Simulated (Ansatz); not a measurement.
# C4Ge: the cost of one run

Method: the levels named in each step, in Ansatz 0.2.0.

### Step 1. The structure to begin with

Bond lengths: C1–C2 1.266 Å, C2–C3 1.307 Å, C3–C4 1.265 Å, C4–Ge5 1.806 Å. Angles: C1–C2–C3 180.0°, C2–C3–C4 180.0°, C3–C4–Ge5 180.0°.

As a file:

```xyz
5

C     0.0000    0.0000   -2.6644
C     0.0000    0.0000   -1.3981
C     0.0000    0.0000   -0.0912
C     0.0000    0.0000    1.1737
Ge    0.0000    0.0000    2.9800
```

### Step 2. A rough first relaxation, PBE-D4/def2-SVP

This run stands in another session on the same molecule. It ended at:

```xyz
5

C     0.0000    0.0000   -2.7025
C     0.0000    0.0000   -1.4045
C     0.0000    0.0000   -0.0898
C     0.0000    0.0000    1.1975
Ge    0.0000    0.0000    2.9992
```

### Step 3. Relaxation, B2PLYP/def2-TZVPP

Contents of input.yaml:

```yaml
crystal:
  periodic: [false, false, false]
  atoms:
    - { symbol: C, position_ang: [0.0, 0.0, -2.70245852] }
    - { symbol: C, position_ang: [0.0, 0.0, -1.40447103] }
    - { symbol: C, position_ang: [0.0, 0.0, -0.08976873] }
    - { symbol: C, position_ang: [0.0, 0.0, 1.19754477] }
    - { symbol: Ge, position_ang: [0.0, 0.0, 2.99916351] }
basis:
  gaussian: { orbitals: def2-TZVPP }
hamiltonian:
  xc: { name: B2PLYP }
relax:
  f_tol: 0.002
  max_steps: 150
```

Started as:

```console
$ ansatz run input.yaml --threads 4 --pin off --max-ram 10240MiB --backend cpu --events-out ev --progress --plain --runs-dir out
```

Q: Estimate wall time and peak memory on 4 threads of Arm Neoverse N1, shared host.

About 63 s, with a peak of 0.61 GiB.
